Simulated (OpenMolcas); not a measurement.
# W³⁺ among point charges: CASSCF and CASPT2 levels and susceptibility

How does a field of 8 point charges split the states of W³⁺, and what χT follows?

Method: state-averaged CASSCF and CASPT2, spin-orbit coupling by RASSI with atomic mean-field integrals. Code: OpenMolcas 26.06.

## 1. Starting point

```
Species                           : W³⁺ (tungsten, Z = 74, 71 electrons)
Basis                             : ANO-RCC-VDZP [7s6p4d2f1g], 68 functions
Scalar Hamiltonian                : DKH2, point nucleus
Inactive shells                   : 1s 2s 2p 3s 3p 3d 4s 4p 4d 4f 5s 5p
Active space                      : 3 electrons in 5 orbitals (5d)
Some configurations of this space : 5d³
Orbitals                          : optimised for each spin and parity, averaged over all roots
```

Outer shells as boxes (Hund's rule):

5d3
```
5d [↑ ][↑ ][↑ ][  ][  ]
```

The ion sits among 8 point charges of -1 e arranged as a cube (Oh), 2.11 Å from the ion.

Each step is its own input file, run in one work folder so that later steps find the files of earlier ones. Labels, J, g values, rates, χT and fits are worked out afterwards by a script from the matrices that RASSI stores. The input lists half of the charges; inversion (Group=XYZ) makes the rest.

## 2. GATEWAY and SEWARD: basis and integrals

a.inp reads:

```
&GATEWAY
Coord
1

W 0.0 0.0 0.0
Basis=ANO-RCC-VDZP
Group=XYZ
NoMove
AngMom=0.0 0.0 0.0
AMFI
XField
4 Angstrom 0
1.218209 1.218209 1.218209 -1.000000
1.218209 1.218209 -1.218209 -1.000000
1.218209 -1.218209 1.218209 -1.000000
1.218209 -1.218209 -1.218209 -1.000000
&SEWARD
```

Run with:

```
> OMP_NUM_THREADS=1 MOLCAS_MEM=1689 MOLCAS_PROJECT=a pymolcas a.inp > a.log
```

The log of the run:

```text
Basis set label: W.ANO-RCC...7S6P4D2F1G.

      Electronic valence basis set:
      ------------------
      Associated Effective Charge  74.000000 au
      Associated Actual Charge     74.000000 au
      Nuclear Model: Point charge

      Shell  nPrim  nBasis  Cartesian Spherical Contaminant
         s      24       7        X
         p      21       6        X
         d      15       4                 X
         f      11       2                 X
         g       4       1                 X
                  Relativistic Douglas-Kroll-Hess integrals:
                    - DKH order of Hamiltonian: 2
                    - DKH order of Properties : 0
                  Atomic mean-field integrals
```

## 3. CASSCF: quartets of even parity, 10 roots

a.inp reads:

```
&RASSCF
FileOrb=start.orb
Symmetry=1
Spin=4
nActEl=3 0 0
Inactive=15 19
Ras2=5 0
CIRoot=10 10 1
SDav=10
CIMx=300
Iter=120 100
PrWF=0.3
OrbListing=Nothing
MaxOrb=0
>>> COPY $Project.JobIph JOB001
```

Run with:

```
> OMP_NUM_THREADS=1 MOLCAS_MEM=1689 MOLCAS_PROJECT=a pymolcas a.inp > a.log
```

start.orb holds the contracted functions of the basis, ordered by shell, or the orbitals of the step before.

The log of the run (excerpt; [...] marks lines left out):

```text
[...]
      Number of active orbitals                  5
[...]
      Spin quantum number                      1.5
[...]
      Active orbitals                            5   0
[...]
      Number of CSFs                            10
      Number of root(s) required                10
[...]
      Convergence after 10 iterations
[...]
      Natural orbitals and occupation numbers for root  1
      sym 1:   0.955774   0.044226   0.955774   0.044226   1.000000
      Natural orbitals and occupation numbers for root  2
      sym 1:   0.043893   0.043893   1.000000   0.956107   0.956107
      Natural orbitals and occupation numbers for root  3
      sym 1:   0.076966   0.923034   0.923034   0.076966   1.000000
::    RASSCF root number  1 Total energy: -16131.71332659
::    RASSCF root number  2 Total energy: -16131.71332659
::    RASSCF root number  3 Total energy: -16131.71332659
[...]
::    RASSCF root number  7 Total energy: -16131.64945447
::    RASSCF root number  8 Total energy: -16131.63820244
::    RASSCF root number  9 Total energy: -16131.63820244
::    RASSCF root number 10 Total energy: -16131.63820244
```

## 4. Reference wave functions, doublets of even parity, 40 roots

a.inp reads:

```
&RASSCF
FileOrb=start.orb
Symmetry=1
Spin=2
nActEl=3 0 0
Inactive=15 19
Ras2=5 0
CIRoot=40 40 1
SDav=40
CIMx=300
Iter=120 100
PrWF=0.3
OrbListing=Nothing
MaxOrb=0
>>> COPY $Project.JobIph JOB002
```

The log of the run (excerpt; [...] marks lines left out):

```text
[...]
      Number of active orbitals                  5
[...]
      Spin quantum number                      0.5
[...]
      Active orbitals                            5   0
[...]
      Number of CSFs                            40
      Number of root(s) required                40
[...]
      Convergence after  8 iterations
[...]
      Natural orbitals and occupation numbers for root  1
      sym 1:   0.994348   0.050827   0.030145   0.024188   1.900492
      Natural orbitals and occupation numbers for root  2
      sym 1:   0.039962   0.019279   1.900492   0.045918   0.994348
      Natural orbitals and occupation numbers for root  3
      sym 1:   0.742274   0.249362   1.402214   0.086579   0.519570
::    RASSCF root number  1 Total energy: -16131.68436245
::    RASSCF root number  2 Total energy: -16131.68436245
::    RASSCF root number  3 Total energy: -16131.65609684
[...]
::    RASSCF root number 27 Total energy: -16131.58854522
::    RASSCF root number 28 Total energy: -16131.58854522
::    RASSCF root number 29 Total energy: -16131.57610601
::    RASSCF root number 30 Total energy: -16131.57610601
```

## 5. State interaction with spin-orbit coupling

a.inp reads:

```
&RASSI
NrOfJobIphs=2 10 40
1 2 3 4 5 6 7 8 9 10
1 2 3 4 5 6 7 8 9 10 11 12 13 14 15 16 17 18 19 20 21 22 23 24 25 26 27
28 29 30 31 32 33 34 35 36 37 38 39 40
IphNames
JOB001
JOB002
EJob
SpinOrbit
DIPRint=1.0
SOCoupling=1000.0
Subsets=2
Property=9
'ANGMOM' 1 'ANGMOM' 2 'ANGMOM' 3 'MLTPL  1' 1 'MLTPL  1' 2 'MLTPL  1' 3
'AMFI' 1 'AMFI' 2 'AMFI' 3
SOProperty=3
'ANGMOM' 1 'ANGMOM' 2 'ANGMOM' 3
```

The log of the run:

```text
SPIN-FREE ENERGIES:
  (Shifted by EMIN (a.u.) =     -16131.7133265947)

 SF State       Relative EMIN(au)   Rel lowest level(eV)    D:o, cm**(-1)      L_eff

     1             0.0000000000        0.0000000000              0.0000         2.9
     2             0.0000000000        0.0000000000              0.0000         2.9
     3             0.0000000000        0.0000000000              0.0000         2.9
    11             0.0289641465        0.7881545788           6356.8954         4.0
    12             0.0289641465        0.7881545788           6356.8954         4.0
     6             0.0294522655        0.8014369717           6464.0251         3.0
     4             0.0294522655        0.8014369717           6464.0251         3.0
     5             0.0294522655        0.8014369717           6464.0251         3.0
    13             0.0572297505        1.5573008461          12560.4784         3.8
    14             0.0572297505        1.5573008461          12560.4784         3.8
    15             0.0572297505        1.5573008461          12560.4784         3.8
    16             0.0572345073        1.5574302858          12561.5224         4.4
    17             0.0572345073        1.5574302858          12561.5224         4.4
    18             0.0572345073        1.5574302858          12561.5224         4.4
     7             0.0638721283        1.7380491537          14018.3118         3.0
    19             0.0737706396        2.0074013666          16190.7839         2.8
    20             0.0737706396        2.0074013666          16190.7839         2.8
    21             0.0737706396        2.0074013666          16190.7839         2.8
     8             0.0751241579        2.0442324770          16487.8469         1.1
     9             0.0751241579        2.0442324770          16487.8469         1.1
    10             0.0751241579        2.0442324770          16487.8469         1.1
    22             0.0839550957        2.2845345375          18426.0137         4.0
    23             0.0895581139        2.4370004275          19655.7340         4.4
    24             0.0895581139        2.4370004275          19655.7340         4.4
    25             0.0895581139        2.4370004275          19655.7340         4.4
    26             0.0962625957        2.6194386724          21127.1977         4.5
    27             0.0962625957        2.6194386724          21127.1977         4.5
    28             0.0962625957        2.6194386724          21127.1977         4.5
    29             0.1035465563        2.8176453389          22725.8423         4.0
    30             0.1035465563        2.8176453389          22725.8423         4.0
    31             0.1143985302        3.1129425903          25107.5752         3.1
    32             0.1143985302        3.1129425903          25107.5752         3.1
    33             0.1143985302        3.1129425903          25107.5752         3.1
    34             0.1190118745        3.2384780856          26120.0873         4.2
    35             0.1190118745        3.2384780856          26120.0873         4.2
    36             0.1190118745        3.2384780856          26120.0873         4.2
    37             0.1247813719        3.3954741077          27386.3456         3.6
    38             0.1247813719        3.3954741077          27386.3456         3.6
    39             0.1372205842        3.7339623185          30116.4371         3.0
    40             0.1372205842        3.7339623185          30116.4371         3.0
Eigenvalues of complex Hamiltonian:
   -----------------------------------
  (Shifted by EMIN (a.u.) =     -16131.7133265947)

 SO State       Relative EMIN(au)   Rel lowest level(eV)    D:o, cm**(-1)     J-value

     1            -0.0274041665        0.0000000001              0.0000         1.7
     2            -0.0274041665        0.0000000000              0.0000         1.6
     3            -0.0274041665        0.0000000001              0.0000         1.7
     4            -0.0274041665        0.0000000000              0.0000         1.6
     5            -0.0143914621        0.3540937243           2855.9585         2.1
     6            -0.0143914621        0.3540937243           2855.9585         2.1
     7            -0.0032041481        0.6585160483           5311.2901         2.5
     8            -0.0032041481        0.6585160484           5311.2901         2.5
     9            -0.0032041481        0.6585160483           5311.2901         2.5
    10            -0.0032041481        0.6585160484           5311.2901         2.5
    11             0.0090631361        0.9923258570           8003.6478         3.2
    12             0.0090631361        0.9923258570           8003.6478         3.2
    13             0.0149324941        1.1520392231           9291.8230         2.6
    14             0.0149324941        1.1520392231           9291.8230         2.5
    15             0.0149324941        1.1520392232           9291.8230         2.8
    16             0.0149324941        1.1520392232           9291.8230         2.8
    17             0.0187534445        1.2560125794          10130.4246         2.7
    18             0.0187534445        1.2560125794          10130.4246         2.7
    19             0.0203126933        1.2984419008          10472.6402         3.1
    20             0.0203126933        1.2984419008          10472.6402         3.0
    21             0.0203126933        1.2984419008          10472.6402         2.7
    22             0.0203126933        1.2984419008          10472.6402         2.8
    23             0.0263778168        1.4634823202          11803.7810         3.1
    24             0.0263778168        1.4634823202          11803.7810         3.1
    25             0.0361196795        1.7285719084          13941.8727         3.4
    26             0.0361196795        1.7285719084          13941.8727         3.4
    27             0.0361196795        1.7285719083          13941.8727         3.0
    28             0.0361196795        1.7285719083          13941.8727         3.0
    29             0.0465008837        2.0110588662          16220.2836         2.0
    30             0.0465008837        2.0110588662          16220.2836         2.0
    31             0.0477520187        2.0451039826          16494.8760         2.4
    32             0.0477520187        2.0451039826          16494.8760         2.4
    33             0.0477520187        2.0451039826          16494.8760         2.2
    34             0.0477520187        2.0451039826          16494.8760         2.3
    35             0.0518769654        2.1573495023          17400.1972         3.4
    36             0.0518769654        2.1573495022          17400.1972         2.9
    37             0.0518769654        2.1573495022          17400.1972         2.9
    38             0.0518769654        2.1573495023          17400.1972         3.4
    39             0.0528496243        2.1838168987          17613.6711         2.8
    40             0.0528496243        2.1838168987          17613.6711         2.8
    41             0.0558240988        2.2647564740          18266.4928         3.0
Weights of the five most important spin-orbit-free states for each spin-orbit state.

 SO State  Total energy (au)           Spin-free states, spin, and weights
 -------------------------------------------------------------------------------------------------------
    1        -0.027404       3 1.5  0.3994    1 1.5  0.2475    2 1.5  0.0775   12 0.5  0.0758    4 1.5  0.0569
    2        -0.027404       2 1.5  0.4055    1 1.5  0.2354    3 1.5  0.0835   11 0.5  0.0758    5 1.5  0.0523
    3        -0.027404       3 1.5  0.3898    1 1.5  0.2562    2 1.5  0.0784   12 0.5  0.0744    4 1.5  0.0576
    4        -0.027404       2 1.5  0.4045    1 1.5  0.2268    3 1.5  0.0931   11 0.5  0.0744    5 1.5  0.0519
    5        -0.014391       2 1.5  0.3093    1 1.5  0.3093    3 1.5  0.3093    6 1.5  0.0168    5 1.5  0.0168
    6        -0.014391       2 1.5  0.3093    1 1.5  0.3093    3 1.5  0.3093    5 1.5  0.0168    6 1.5  0.0168
    7        -0.003204       3 1.5  0.4009    1 1.5  0.3073    4 1.5  0.0871    2 1.5  0.0671    6 1.5  0.0413
    8        -0.003204       2 1.5  0.4495    1 1.5  0.2084    3 1.5  0.1174    5 1.5  0.0722    6 1.5  0.0708
    9        -0.003204       3 1.5  0.3976    1 1.5  0.3110    4 1.5  0.0875    2 1.5  0.0666    6 1.5  0.0401
   10        -0.003204       2 1.5  0.4505    1 1.5  0.2070    3 1.5  0.1178    5 1.5  0.0720    6 1.5  0.0713
   11         0.009063       2 1.5  0.2883    3 1.5  0.2883    1 1.5  0.2883   22 0.5  0.0495    4 1.5  0.0205
   12         0.009063       2 1.5  0.2883    3 1.5  0.2883    1 1.5  0.2883   22 0.5  0.0495    4 1.5  0.0205
```

These steps took 12 s in all on 1 thread of Intel Xeon Platinum 8488C (Sapphire Rapids), shared host.

States without spin-orbit coupling:

| state | degeneracy | E (cm-1) | free-ion L (%) |
| --- | --- | --- | --- |
| 4T1 | 3 | 0 | F (97) |
| 2E | 2 | 6357 | G (49) |
| 4T2 | 3 | 6464 | F (100) |
| 2T2 | 3 | 12560 | G (70) |
| 2T1 | 3 | 12562 | G (57) |
| 4A2 | 1 | 14018 | F (100) |
| 2T1 | 3 | 16191 | P (65) |
| 4T1 | 3 | 16488 | P (97) |
| 2A1 | 1 | 18426 | G (100) |
| 2T2 | 3 | 19656 | H (61) |
| 2T1 | 3 | 21127 | H (69) |
| 2E | 2 | 22726 | H (57) |
| 2T2 | 3 | 25108 | D (70) |
| 2T1 | 3 | 26120 | H (55) |
| 2E | 2 | 27386 | G (49) |
| 2T2 | 3 | 30116 | F (90) |
| 2A2 | 1 | 32826 | F (100) |
| 2T1 | 3 | 33059 | F (72) |
| 2E | 2 | 48141 | D (99) |
| 2T2 | 3 | 48651 | D (88) |

With spin-orbit coupling:

| E (cm-1) | Degeneracy | Label | 2S+1 | g |
| --- | --- | --- | --- | --- |
| 0.0 | 4 | Γ8 | 4 |  |
| 2856 | 2 | Γ7 | 4 | 1.79 1.79 1.79 |
| 5311 | 4 | Γ8 | 4 |  |
| 8004 | 2 | Γ6 | 4 | 2.78 2.78 2.78 |
| 9292 | 4 | Γ8 | 4 |  |
| 10130 | 2 | Γ7 | 4 | 3.42 3.42 3.42 |
| 10473 | 4 | Γ8 | 2 |  |
| 11804 | 2 | Γ6 | 4 | 0.95 0.95 0.95 |
| 13942 | 4 | Γ8 | 4 |  |
| 16220 | 2 | Γ6 | 2 | 2.03 2.03 2.03 |
| 16495 | 4 | Γ8 | 2 |  |
| 17400 | 4 | Γ8 | 2 |  |
| 17614 | 2 | Γ7 | 2 | 2.24 2.24 2.24 |
| 18266 | 2 | Γ6 | 2 | 0.28 0.28 0.28 |
| 19804 | 4 | Γ8 | 2 |  |
| 22144 | 4 | Γ8 | 4 |  |
| 22405 | 2 | Γ6 | 2 | 1.60 1.60 1.60 |
| 22598 | 2 | Γ7 | 4 | 2.44 2.44 2.44 |
| 23396 | 4 | Γ8 | 4 |  |
| 25199 | 4 | Γ8 | 2 |  |
| 25345 | 2 | Γ6 | 2 | 1.38 1.38 1.38 |
| 27008 | 4 | Γ8 | 2 |  |
| 27343 | 2 | Γ6 | 2 | 2.87 2.87 2.87 |
| 27363 | 2 | Γ7 | 2 | 3.00 3.00 3.00 |

Principal g values are given for doublets only; a zero marks a field direction without first-order Zeeman splitting.

Powder χT (cm³ K/mol): 0.12 at 2 K, 0.12 at 5 K, 0.12 at 10 K, 0.13 at 20 K, 0.13 at 50 K, 0.14 at 100 K, 0.15 at 150 K, 0.16 at 200 K, 0.17 at 250 K, 0.17 at 300 K.

A ligand-field fit to the states below 45000 cm-1 gives 10Dq = -7665 cm-1, B = 722 cm-1 and C = 2935 cm-1 (C/B = 4.06), with a deviation of 134 cm-1.

Orbitals of the lowest block (energies include the constant potential of the surroundings):

| shell | space | energy (hartree) | mean occupation | ⟨r²⟩ (bohr²) |
| --- | --- | --- | --- | --- |
| 1s | inactive | -2562.6764 | 2.000 | 0.000431 |
| 2s | inactive | -447.0229 | 2.000 | 0.00704 |
| 2p | inactive | -392.3621 | 6.000 | 0.00582 |
| 3s | inactive | -104.5308 | 2.000 | 0.0460 |
| 3p | inactive | -87.9419 | 6.000 | 0.0466 |
| 3d | inactive | -68.0675 | 10.000 | 0.0390 |
| 4s | inactive | -22.0213 | 2.000 | 0.229 |
| 4p | inactive | -16.4510 | 6.000 | 0.259 |
| 4d | inactive | -9.1013 | 10.000 | 0.304 |
| 4f | inactive | -0.9202 | 14.000 | 0.444 |
| 5s | inactive | -2.5144 | 2.000 | 1.31 |
| 5p | inactive | -1.0063 | 6.000 | 1.75 |
| 5d | RAS2 |  | 3.000 | 3.88 |

## 6. CASPT2: IPEA 0.25, imaginary shift 0.1 (closed shells correlated: 4f 5s 5p)

a.inp reads:

```
>>> COPY JOB001 $Project.JobIph
&CASPT2
Multistate=10 1 2 3 4 5 6 7 8 9 10
NoMult
Frozen=14 9
IPEA=0.25
Imaginary=0.1
MaxIter=60
WThr=0.0 0.3 0.05
PrWF=0.5
NoMix
>>> COPY JOB002 $Project.JobIph
&CASPT2
Multistate=40 1 2 3 4 5 6 7 8 9 10 11 12 13 14 15 16 17 18 19 20 21 22
23 24 25 26 27 28 29 30 31 32 33 34 35 36 37 38 39 40
NoMult
Frozen=14 9
IPEA=0.25
Imaginary=0.1
MaxIter=60
WThr=0.0 0.3 0.05
PrWF=0.5
NoMix
```

The log of the run (excerpt; [...] marks lines left out):

```text
[...]
      Active orbitals                            5   0
[...]
      E2 (Variational):          -0.7758435148
      Total energy:          -16132.4891701095
[...]
::    CASPT2 Root  1     Total energy: -16132.48917011
::    CASPT2 Root  2     Total energy: -16132.48914869
[...]
::    CASPT2 Root 27     Total energy: -16132.37088803
::    CASPT2 Root 28     Total energy: -16132.37084463
::    CASPT2 Root 29     Total energy: -16132.36575473
::    CASPT2 Root 30     Total energy: -16132.36560399
```

Time for this run: 7.6 s (1 thread of Intel Xeon Platinum 8488C (Sapphire Rapids), shared host).

SS-CASPT2: lowest energy less the reference's lowest, -0.7760 hartree; reference weights 0.903 to 0.924.

States without spin-orbit coupling:

| state | degeneracy | E (cm-1) | free-ion L (%) |
| --- | --- | --- | --- |
| 4T1 | 3 | 0 | F (97) |
| 2E | 2 | 5945 | G (49) |
| 4T2 | 3 | 6562 | F (100) |
| 2T2 | 3 | 11442 | G (70) |
| 2T1 | 3 | 11867 | G (57) |
| 2T1 | 3 | 13262 | P (65) |
| 4A2 | 1 | 14278 | F (100) |
| 4T1 | 3 | 15183 | P (97) |
| 2A1 | 1 | 17136 | G (100) |
| 2T2 | 3 | 18518 | H (61) |
| 2T1 | 3 | 20206 | H (69) |
| 2E | 2 | 21313 | H (57) |
| 2T2 | 3 | 23059 | D (70) |
| 2T1 | 3 | 24821 | H (55) |
| 2E | 2 | 25990 | G (49) |
| 2T2 | 3 | 27118 | F (90) |
| 2A2 | 1 | 29646 | F (100) |
| 2T1 | 3 | 30011 | F (72) |
| 2E | 2 | 43899 | D (99) |
| 2T2 | 3 | 44339 | D (88) |

With spin-orbit coupling:

```csv
E (cm-1),Degeneracy,Label,2S+1,g
0,4,Γ8,4,
2950,2,Γ7,4,1.79 1.79 1.79
5400,4,Γ8,4,
8040,2,Γ6,4,2.87 2.87 2.87
8970,4,Γ8,4,
10100,2,Γ7,4,3.31 3.31 3.31
10310,4,Γ8,4,
11750,2,Γ6,4,1.03 1.03 1.03
13730,4,Γ8,4,
14330,2,Γ6,2,1.92 1.92 1.92
14980,4,Γ8,2,
16830,2,Γ7,2,2.35 2.35 2.35
17040,4,Γ8,2,
17780,2,Γ6,2,0.42 0.42 0.42
19440,4,Γ8,2,
20840,2,Γ6,4,1.71 1.71 1.71
21330,4,Γ8,4,
21390,2,Γ7,4,2.44 2.44 2.44
22500,4,Γ8,4,
23770,4,Γ8,2,
23830,2,Γ6,2,1.47 1.47 1.47
25640,4,Γ8,2,
26290,2,Γ7,2,2.99 2.99 2.99
26530,2,Γ6,2,2.84 2.84 2.84
```

Powder χT (cm³ K/mol): 0.12 at 2 K, 0.12 at 5 K, 0.12 at 10 K, 0.12 at 20 K, 0.13 at 50 K, 0.14 at 100 K, 0.15 at 150 K, 0.15 at 200 K, 0.16 at 250 K, 0.17 at 300 K.

A ligand-field fit to the states below 45000 cm-1 gives 10Dq = -7573 cm-1, B = 615 cm-1 and C = 2760 cm-1 (C/B = 4.49), with a deviation of 476 cm-1.

## 7. The methods side by side

A. CASSCF
B. SS-CASPT2, IPEA 0.25, imaginary shift 0.1 (closed shells correlated: 4f 5s 5p)

| method | ground state | first state of that spin (cm-1) | first gap with spin-orbit (cm-1) | χT at 300 K |
| --- | --- | --- | --- | --- |
| A | 4T1 | 4T2 6464 | 2856.0 | 0.17 |
| B | 4T1 | 4T2 6562 | 2949.2 | 0.17 |

## 8. Results

```
                                            quantity                                                                           value
                                              method  SS-CASPT2, IPEA 0.25, imaginary shift 0.1 (closed shells correlated: 4f 5s 5p)
                              spin-free ground state                                                 4T1, 3-fold in its orbital part
first state of the same spin within the active space                                                                4T2 at 6560 cm⁻¹
                                        lowest level                                                                       4-fold Γ8
                                          next level                                                                     2949.2 cm⁻¹
                                         χT at 300 K                                                                  0.17 cm³ K/mol
                           effective moment at 300 K                                                                         1.17 μB
```

Cost by method:

| method | time of its own steps | time with the reference |
| --- | --- | --- |
| A. CASSCF | 12 s | 12 s |
| B. SS-CASPT2, IPEA 0.25, imaginary shift 0.1, +4f 5s 5p | 7.6 s | 19 s |

Times are of one thread on a shared host.

The spin-free ground state (4T1) comes to 97 % from free-ion F terms and keeps the highest spin of the shell. χT at 300 K is 0.17, against 1.88 cm³ K/mol for the spin alone, so spin-orbit coupling lowers it. A ligand-field fit to the states below 45000 cm-1 gives 10Dq = -7573 cm-1, B = 615 cm-1 and C = 2760 cm-1 (C/B = 4.49), with a deviation of 476 cm-1. CASPT2 does not keep the components of a term degenerate, and the means are used. The field of point charges can differ much from that of real complexes. This is an electrostatic model: the charges have no orbitals.
